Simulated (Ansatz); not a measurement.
# CH8ClNSi2: up Jacob's ladder to CCSD(T)

Aim: compute CH8ClNSi2 with functionals from several rungs and with coupled cluster. The yardstick is the atomisation energy at the CCSD(T) limit.

Program: Ansatz 0.2.0, Gaussian basis. Level of theory: functionals in def2-TZVPP, the program's frozen cores in correlated methods. These are calculated values, not measurements.

Plan: LDA (SPW92), PBE-D4, revPBE-D4, BLYP-D4, r2SCAN-D4, B97M-V, PBE0-D4, B3LYP-D4, r2SCANh-D4, r2SCAN0-D4, HSE06-D4, BHLYP-D4, CAM-B3LYP-D4, LC-ωPBE, ωB97X-V, ωB97M-V, B2PLYP, PBE-QIDH; CCSD(T)/def2-SVP; CCSD(T)/def2-TZVPP; MP2/def2-QZVPP; extrapolation to the limit; RPA on PBE.

### Step 1. The geometry

All runs share one geometry, relaxed beforehand with PBE0-D4 in a triple-zeta def2 set.

13 atoms, charge 0, spin multiplicity 1.

Atoms are counted from 1 here; the program's logs count them from 0.

Bond lengths: C1–Si2 1.863 Å, C1–H6 1.094 Å, C1–H7 1.093 Å, C1–H8 1.093 Å, Si2–N3 1.739 Å, Si2–H9 1.489 Å, Si2–H10 1.487 Å, N3–Si4 1.705 Å, N3–H11 1.011 Å, Si4–Cl5 2.070 Å, Si4–H12 1.480 Å, Si4–H13 1.477 Å. Angles: Si2–C1–H6 110.7°, Si2–C1–H7 110.6°, Si2–C1–H8 111.1°, H6–C1–H7 108.4°, H6–C1–H8 107.9°, H7–C1–H8 108.1°, C1–Si2–N3 113.1°, C1–Si2–H9 109.5°, C1–Si2–H10 110.3°, N3–Si2–H9 108.6°, N3–Si2–H10 105.5°, H9–Si2–H10 109.6°, Si2–N3–Si4 127.1°, Si2–N3–H11 116.0°, Si4–N3–H11 115.3°, N3–Si4–Cl5 113.1°, N3–Si4–H12 109.7°, N3–Si4–H13 109.3° and more.

### Step 2. LDA

This LDA is Slater exchange with PW92 correlation.

The input, in.yaml:

```yaml
crystal:
  periodic: [false, false, false]
  atoms:
    - {symbol: C, position_ang: [-0.516110, -0.174613, 2.008174]}
    - {symbol: Si, position_ang: [0.277578, 0.869072, 0.684410]}
    - {symbol: N, position_ang: [-0.308002, 0.508642, -0.913385]}
    - {symbol: Si, position_ang: [0.397439, -0.545385, -2.053584]}
    - {symbol: Cl, position_ang: [-0.000384, -2.540311, -1.669116]}
    - {symbol: H, position_ang: [-0.109229, 0.074678, 2.992119]}
    - {symbol: H, position_ang: [-0.336517, -1.235718, 1.819448]}
    - {symbol: H, position_ang: [-1.596817, -0.013982, 2.041683]}
    - {symbol: H, position_ang: [0.025359, 2.308282, 0.969518]}
    - {symbol: H, position_ang: [1.742138, 0.618735, 0.637537]}
    - {symbol: H, position_ang: [-1.264109, 0.775659, -1.105745]}
    - {symbol: H, position_ang: [-0.158419, -0.270483, -3.397048]}
    - {symbol: H, position_ang: [1.867573, -0.409477, -1.999010]}
basis:
  gaussian: {orbitals: def2-TZVPP}
hamiltonian: {xc: lda}
output: {orbitals: {seedname: orbitals}}
```

Launch:

```console
> ansatz run in.yaml --threads 4 --pin off --events-out ev --progress --plain --max-ram 10444MiB
```

The runs that follow: PBE-D4 (GGA); revPBE-D4 (GGA); BLYP-D4 (GGA); r2SCAN-D4 (meta-GGA); B97M-V (meta-GGA); PBE0-D4 (hybrid); B3LYP-D4 (hybrid); r2SCANh-D4 (hybrid); r2SCAN0-D4 (hybrid); HSE06-D4 (hybrid); BHLYP-D4 (hybrid); CAM-B3LYP-D4 (range-separated); LC-ωPBE (range-separated); ωB97X-V (range-separated); ωB97M-V (range-separated); B2PLYP (double hybrid); PBE-QIDH (double hybrid); CCSD(T) in def2-SVP; CCSD(T) in def2-TZVPP; MP2 in def2-QZVPP; RPA on PBE orbitals.

Q: Predict the results of all the runs planned. Wanted: atomisation energy, CCSD(T)/CBS; farthest beyond LDA; mean size of error, GGA; mean size of error, meta-GGA; mean size of error, hybrid; mean size of error, range-separated; mean size of error, double hybrid; gap, smallest and largest; T1 diagnostic.

The runs gave:

| quantity | value |
| --- | --- |
| atomisation energy, CCSD(T)/CBS | 1069.1 kcal/mol |
| functionals within 5.3 kcal/mol (0.5 %) | PBE-D4, r2SCAN-D4, B97M-V, B3LYP-D4, CAM-B3LYP-D4, ωB97X-V, ωB97M-V |
| farthest beyond LDA | revPBE-D4 (-20.0 kcal/mol) |
| mean size of error, GGA | 10.6 kcal/mol |
| mean size of error, meta-GGA | 2.8 kcal/mol |
| mean size of error, hybrid | 9.6 kcal/mol |
| mean size of error, range-separated | 5.7 kcal/mol |
| mean size of error, double hybrid | 13.7 kcal/mol |
| gap, smallest and largest | 5.77 eV (LDA (SPW92)), 12.93 eV (LC-ωPBE) |
| T1 diagnostic | 0.0099 |
| triples share of the correlation energy | 3.7 % |

In words: The LDA atomisation energy is off by 121.3 kcal/mol (11 %): it overbinds. PBE-D4 is off by -0.6 kcal/mol. Double hybrids carry the basis error of their MP2 part in triple zeta, and no dispersion term here, so their miss is partly the set-up's. Taken by rung, meta-GGA functionals do best (2.8 kcal/mol on average) and double hybrid ones worst beyond LDA (13.7 kcal/mol). The reference freezes the cores and leaves out relativity and excitations past (T), so misses under about 5.3 kcal/mol can't be ranked. Hartree-Fock recovers 75 % of the binding; the rest is correlation. CCSD(T) in def2-SVP is off by -76.7 kcal/mol, which most functionals beat. The gap grows from 5.8 to 12.9 eV across the functionals, mostly with the share of exact exchange.
